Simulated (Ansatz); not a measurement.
**FGeH7N2OSi: relaxing the structure**

The task is to find a stationary geometry of FGeH7N2OSi.

Method: RKS PBE0-D4/def2-TZVP; program: Ansatz 0.2.0, Gaussian basis.

The runs, in order: relaxation at PBE0-D4/def2-TZVP.

1 further run of the same task is left out (set aside as unsound or not needed).

### 1 Starting geometry

SMILES `[NH2][GeH2][O][SiH](N)F`, 13 atoms, charge 0, spin multiplicity 1.

Atoms are counted from 1 here; the program's logs count them from 0.

Bond lengths: N1–Ge2 1.797 Å, N1–H7 1.012 Å, N1–H8 1.012 Å, Ge2–O3 1.758 Å, Ge2–H9 1.500 Å, Ge2–H10 1.494 Å, O3–Si4 1.603 Å, Si4–N5 1.718 Å, Si4–F6 1.608 Å, Si4–H11 1.448 Å, N5–H12 1.006 Å, N5–H13 1.007 Å. Angles: Ge2–N1–H7 116.4°, Ge2–N1–H8 116.1°, H7–N1–H8 107.9°, N1–Ge2–O3 113.5°, N1–Ge2–H9 109.0°, N1–Ge2–H10 110.2°, O3–Ge2–H9 105.6°, O3–Ge2–H10 103.2°, H9–Ge2–H10 115.2°, Ge2–O3–Si4 144.8°, O3–Si4–N5 110.4°, O3–Si4–F6 109.8°, O3–Si4–H11 105.0°, N5–Si4–F6 103.0°, N5–Si4–H11 121.5°, F6–Si4–H11 106.8°, Si4–N5–H12 118.6°, Si4–N5–H13 118.0° and more.

Geometry (Å):

```
N    -0.84927   -0.75056    2.01533
Ge   -0.55598    0.92606    1.43842
O    -0.35717    1.04374   -0.30431
Si    0.09382    0.25987   -1.62789
N     1.41812   -0.77944   -1.28609
F    -1.06305   -0.76301   -2.07656
H    -0.08351   -1.40317    1.90782
H    -1.68928   -1.19865    1.67298
H     0.72957    1.42751    2.02635
H    -1.75229    1.78078    1.70510
H     0.17588    1.27654   -2.65637
H     2.21930   -0.39891   -0.81037
H     1.71386   -1.42076   -2.00442
```

The start is a GFN2-xTB geometry.

### 2 Optimising with PBE0-D4/def2-TZVP

Input file in.yaml:

```yaml
crystal:
  periodic: [false, false, false]
  atoms:
    - {symbol: N, position_ang: [-0.849270, -0.750560, 2.015330]}
    - {symbol: Ge, position_ang: [-0.555980, 0.926060, 1.438420]}
    - {symbol: O, position_ang: [-0.357170, 1.043740, -0.304310]}
    - {symbol: Si, position_ang: [0.093820, 0.259870, -1.627890]}
    - {symbol: N, position_ang: [1.418120, -0.779440, -1.286090]}
    - {symbol: F, position_ang: [-1.063050, -0.763010, -2.076560]}
    - {symbol: H, position_ang: [-0.083510, -1.403170, 1.907820]}
    - {symbol: H, position_ang: [-1.689280, -1.198650, 1.672980]}
    - {symbol: H, position_ang: [0.729570, 1.427510, 2.026350]}
    - {symbol: H, position_ang: [-1.752290, 1.780780, 1.705100]}
    - {symbol: H, position_ang: [0.175880, 1.276540, -2.656370]}
    - {symbol: H, position_ang: [2.219300, -0.398910, -0.810370]}
    - {symbol: H, position_ang: [1.713860, -1.420760, -2.004420]}
basis:
  gaussian: {orbitals: def2-TZVP}
hamiltonian: {xc: pbe0, dispersion: d4}
relax: {f_tol: 0.005, max_steps: 150}
```

The run is started by

```
> ansatz run in.yaml --threads 2 --pin off --events-out ev --progress --plain --max-ram 32768MiB --backend cuda --devices 0, --max-vram 18GiB
```

Before running them: what should the planned runs give, taken together? Wanted: point group; shift from the start; total energy; dispersion term; dipole moment.

**Answer**, as computed:

```
                  quantity           value
               point group              C1
                     steps              14
shift from the start (rms)         0.270 Å
              total energy  -72244.4024 eV
           dispersion term        -277 meV
             dipole moment          1.97 D
```

What this shows: The relaxed geometry lies 0.27 Å (rms) from the start; the bond that changed most is Ge2–O3, from 1.758 to 1.800 Å. No vibrations were run, so it is not proven to be a minimum. The largest Mulliken charge, +0.66 e, sits on Si4.
